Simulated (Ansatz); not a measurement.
**C₃H₆Ge: up Jacob's ladder to CCSD(T)**

The task here is to estimate one member of a computed series from the others.

Computed with Ansatz 0.2.0, Gaussian basis. Level: functionals in def2-TZVPP, the program's frozen cores in correlated methods.

Levels to be run: PBE-D4, r2SCAN-D4, PBE0-D4, B3LYP-D4, ωB97X-V, ωB97M-V, B2PLYP; CCSD(T)/def2-TZVPP; MP2/def2-QZVPP; extrapolation to the limit.

## The relaxed structure

All runs share one geometry, relaxed beforehand with PBE0-D4 in a triple-zeta def2 set.

SMILES `CC#[C][GeH3]`, 10 atoms, charge 0, spin multiplicity 1.

Atoms are counted from 1 here; the program's logs count them from 0.

Bond lengths: C1–C2 1.448 Å, C1–H5 1.093 Å, C1–H6 1.093 Å, C1–H7 1.093 Å, C2–C3 1.208 Å, C3–Ge4 1.891 Å, Ge4–H8 1.535 Å, Ge4–H9 1.535 Å, Ge4–H10 1.535 Å. Angles: C2–C1–H5 110.9°, C2–C1–H6 110.9°, C2–C1–H7 110.9°, H5–C1–H6 108.0°, H5–C1–H7 108.0°, H6–C1–H7 108.0°, C1–C2–C3 180.0°, C2–C3–Ge4 179.7°, C3–Ge4–H8 109.3°, C3–Ge4–H9 109.3°, C3–Ge4–H10 109.2°, H8–Ge4–H9 109.7°, H8–Ge4–H10 109.7°, H9–Ge4–H10 109.7°.

The first run:

in.yaml

```yaml
crystal:
  periodic: [false, false, false]
  atoms:
    - {symbol: C, position_ang: [-0.766916, 1.683000, -1.294414]}
    - {symbol: C, position_ang: [-0.274020, 0.602109, -0.465870]}
    - {symbol: C, position_ang: [0.137148, -0.299197, 0.225055]}
    - {symbol: Ge, position_ang: [0.790023, -1.707206, 1.305722]}
    - {symbol: H, position_ang: [-0.359294, 2.642220, -0.966045]}
    - {symbol: H, position_ang: [-1.856868, 1.744615, -1.246805]}
    - {symbol: H, position_ang: [-0.481884, 1.534171, -2.338774]}
    - {symbol: H, position_ang: [0.284925, -3.046654, 0.752001]}
    - {symbol: H, position_ang: [0.285307, -1.518144, 2.742863]}
    - {symbol: H, position_ang: [2.324679, -1.686012, 1.289166]}
basis:
  gaussian: {orbitals: def2-TZVPP}
hamiltonian: {xc: pbe, dispersion: d4}
output: {forces: true, orbitals: {seedname: orbitals}}
```

Run with:

```
$ ansatz run in.yaml --threads 4 --pin off --events-out ev --progress --plain --max-ram 10444MiB
```

Among the steps run: PBE-D4 (GGA); r2SCAN-D4 (meta-GGA); PBE0-D4 (hybrid); B3LYP-D4 (hybrid); ωB97X-V (range-separated); ωB97M-V (range-separated); B2PLYP (double hybrid); CCSD(T) in def2-TZVPP; MP2 in def2-QZVPP.

One table of the session follows, with a row left open; its other results are not shown here.

| method | atomisation energy (kcal/mol) |
| --- | --- |
| PBE-D4 | ? |
| r2SCAN-D4 | 893.4 |
| PBE0-D4 | 893.4 |
| B3LYP-D4 | 890.1 |
| ωB97X-V | 892.1 |
| ωB97M-V | 890.1 |
| B2PLYP | 884.6 |
| HF/def2-TZVPP | 661.5 |
| MP2/def2-TZVPP | 885.4 |
| CCSD/def2-TZVPP | 861.3 |
| CCSD(T)/def2-TZVPP | 874.6 |
| MP2/CBS | 902.8 |
| CCSD(T)/CBS | 892.0 |

Q: Estimate the row for PBE-D4 from the others.

The run gave: atomisation energy (kcal/mol): 906.2. In the column «atomisation energy (kcal/mol)» it is the highest.

Limits of these values: Free atoms (3 C, 1 Ge, 6 H) were run apart at each level; the atomisation energy is their sum less the molecule, without zero-point or spin-orbit terms.
